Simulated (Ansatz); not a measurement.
**B(THF)H3 (C₄H₁₁BO): geometry, orbitals and charge**

Aim: characterise B(THF)H3 (C₄H₁₁BO) as a singlet: its structure, frontier levels and distribution of charge.

The runs use Ansatz 0.2.0, Gaussian basis; RKS PBE0-D4/def2-TZVP.

The runs, in order: relaxation at PBE-D4/def2-SVP; a single point at PBE0-D4/def2-TZVP.

2 further runs of the same task are left out: 2 set aside as unsound or not needed.

### Step 1. The starting structure

17 atoms, charge 0, spin multiplicity 1.

Atoms are counted from 1 here; the program's logs count them from 0.

Bond lengths: B1–O2 1.630 Å, B1–H15 1.187 Å, B1–H16 1.187 Å, B1–H17 1.196 Å, O2–C3 1.419 Å, O2–C6 1.422 Å, C3–C4 1.526 Å, C3–H7 1.090 Å, C3–H8 1.098 Å, C4–C5 1.538 Å, C4–H9 1.088 Å, C4–H10 1.090 Å, C5–C6 1.537 Å, C5–H11 1.089 Å, C5–H12 1.089 Å, C6–H13 1.097 Å, C6–H14 1.091 Å. Angles: O2–B1–H15 104.1°, O2–B1–H16 104.0°, O2–B1–H17 106.4°, H15–B1–H16 113.9°, H15–B1–H17 113.6°, H16–B1–H17 113.6°, B1–O2–C3 114.4°, B1–O2–C6 114.0°, C3–O2–C6 106.3°, O2–C3–C4 103.6°, O2–C3–H7 107.9°, O2–C3–H8 110.1°, C4–C3–H7 114.3°, C4–C3–H8 111.5°, H7–C3–H8 109.2°, C3–C4–C5 102.8°, C3–C4–H9 112.1°, C3–C4–H10 110.0° and more.

The start is a GFN2-xTB geometry.

### Step 2. Relaxation at PBE-D4/def2-SVP

in.yaml

```yaml
crystal:
  periodic: [false, false, false]
  atoms:
    - {symbol: B, position_ang: [0.458090, 0.870860, -2.001320]}
    - {symbol: O, position_ang: [0.289280, 0.590280, -0.404960]}
    - {symbol: C, position_ang: [0.995410, -0.545790, 0.067560]}
    - {symbol: C, position_ang: [0.473420, -0.728120, 1.489960]}
    - {symbol: C, position_ang: [-0.996120, -0.291130, 1.371940]}
    - {symbol: C, position_ang: [-1.059900, 0.425000, 0.013110]}
    - {symbol: H, position_ang: [2.061120, -0.327390, 0.005350]}
    - {symbol: H, position_ang: [0.769100, -1.417670, -0.559540]}
    - {symbol: H, position_ang: [0.580530, -1.753280, 1.836960]}
    - {symbol: H, position_ang: [1.013710, -0.072560, 2.172950]}
    - {symbol: H, position_ang: [-1.668270, -1.147770, 1.385110]}
    - {symbol: H, position_ang: [-1.277820, 0.371630, 2.188250]}
    - {symbol: H, position_ang: [-1.602290, -0.173590, -0.728440]}
    - {symbol: H, position_ang: [-1.509660, 1.417670, 0.059440]}
    - {symbol: H, position_ang: [1.626980, 1.016450, -2.146680]}
    - {symbol: H, position_ang: [-0.175960, 1.856710, -2.187910]}
    - {symbol: H, position_ang: [0.022390, -0.091310, -2.561770]}
basis:
  gaussian: {orbitals: def2-SVP}
hamiltonian: {xc: pbe, dispersion: d4}
scf: {lower_state_search: "off"}
output: {orbitals: {seedname: orbitals}}
relax: {f_tol: 0.02, max_steps: 100}
```

Run with:

```console
$ ansatz run in.yaml --threads 2 --pin off --events-out ev --progress --plain --max-ram 32768MiB --backend cpu
```

The runs that follow: Single point, PBE0-D4/def2-TZVP.

Before running them: what should the planned runs give, taken together? Wanted: point group; commonest bond, hydrogen aside; HOMO, LUMO at PBE0-D4/def2-TZVP; dipole at PBE-D4/def2-SVP.

As calculated:

| quantity | value |
| --- | --- |
| point group | C1 |
| commonest bond, hydrogen aside | C–C, 3 of mean length 1.530 Å |
| HOMO, LUMO at PBE0-D4/def2-TZVP | -7.49, 0.57 eV |
| dipole at PBE-D4/def2-SVP | 5.78 D |

**Reading.** The molecule keeps its bonding pattern by the stored test; the atoms moved 0.36 Å (rms). No usable vibrations, so a minimum isn't proven. The point group is read from a loosely relaxed geometry; soft torsions can leave it below the true symmetry.
